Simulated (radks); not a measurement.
# Fractional charge and spin in the 6s shell of europium

The task here is to estimate one member of a computed series from the others.

Method: scalar-relativistic Kohn-Sham, PBEsol, spin-polarised, spherical densities, point nucleus. Code: radks (a radial shooting solver on a logarithmic mesh, Libxc functionals) version 1.

## What is computed

- element: europium (Z = 63)
- configuration: [Xe] 4f(up 3.5, down 3.5) 6s(up 1, down 1)

A shell typed twice in an input gives spin up, then spin down.

Set-up of the first run:

Input:

```text
Z 63
configuration [Xe] 4f3.5 4f3.5 6s1 6s1
relativity scalar-relativistic
functional pbe_sol,pbe_sol
spin polarised
nucleus point
c 137.035999084
```

Steps of the session up to this table: 6s: up 1, down 1.

One table of the session follows, with a row left open; its other results are not shown here.

It belongs to the step «6s: up 1, down 1». Radial moments (bohr):

```
level     <r>  outermost maximum (interpolated)  90 % within  nodes
   3d  0.2260                             0.184        0.352      0
   4s       ?                                 ?            ?      ?
   4p  0.5996                             0.550        0.872      2
   4d  0.6543                             0.573        0.984      1
   5s   1.380                              1.23         1.99      4
   5p   1.630                              1.40         2.40      3
   6s   4.246                              3.61         6.27      5
   4f  0.9777                             0.592         1.72      0
```

Q: Estimate the row for 4s from the others.

As computed: <r>: 0.5661; outermost maximum (interpolated): 0.527; 90 % within: 0.813; nodes: 3. In the column «<r>» it lies between 3d (0.2260) and 4p (0.5996).
